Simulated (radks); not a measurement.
# V⁻ inside a hard spherical wall

The task here is to estimate one member of a computed series from the others.

Method: non-relativistic Kohn-Sham, PBE, spin-unpolarised, spherical densities, point nucleus. Code: radks (a radial shooting solver on a logarithmic mesh, Libxc functionals) version 1.

### The system

- element: vanadium (Z = 23)
- charge: -1
- electrons: 24
- configuration: [Ar] 3d4 4s2

Outer shells as boxes (Hund's rule):

V⁻
```
[Ar] core
3d [↑ ][↑ ][↑ ][↑ ][  ]
4s [↑↓]
```

Set-up of the first run:

The run's settings:

```text
Z 23
configuration [Ar] 3d4 4s2 4p0 5s0 4d0
relativity non-relativistic
functional pbe,pbe
spin unpolarised
nucleus point
wall 20 bohr
```

Among the steps run: Wall at 20 bohr; Wall at 10 bohr; Wall at 6 bohr; Wall at 2.5 bohr; Wall at 2 bohr; Wall at 1.5 bohr.

One of the session's tables, all rows but one given; the rest of the session is left out.

| R (bohr) | E − E(widest) (eV) | ε(3d) (eV) | ε(4p, empty) (eV) | ε(5s, empty) (eV) | ε(4d, empty) (eV) |
| --- | --- | --- | --- | --- | --- |
| 20 | 0.000 | 1.988 | 2.003 | 2.018 | 2.495 |
| 10 | 0.319 | 2.989 | 3.560 | 6.066 | 6.300 |
| 6 | ? | ? | ? | ? | ? |
| 2.5 | 143.08 | 39.105 | 79.801 | 199.82 | 101.76 |
| 2 | 339.81 | 66.000 | 151.64 | 360.17 | 171.47 |
| 1.5 | 1001.2 | 131.79 | 340.17 | 759.43 | 337.63 |

Estimate the missing values for R (bohr) = 6.

Worked estimate for «E − E(widest) (eV)». A straight line through the neighbours (10, 0.319) and (2.5, 143.08) gives 0.319 + (143.08 − 0.319) × (6 − 10) / (2.5 − 10) = 76.458; a parabola fitted to 4 rows on both sides gives 93.227.

**Answer.** E − E(widest) (eV): 4.028; ε(3d) (eV): 6.443; ε(4p, empty) (eV): 8.224; ε(5s, empty) (eV): 19.952; ε(4d, empty) (eV): 15.273. In «E − E(widest) (eV)» the line misses by +72.430 and the parabola by +89.199. Between these rows the values bend or scatter more than so simple an estimate can follow.

From R = 20 bohr inwards the highest occupied level lies above zero, in an anion first from self-interaction, then from the wall. Shells are not refilled when levels cross, and a hard wall is a model, not a crystal.
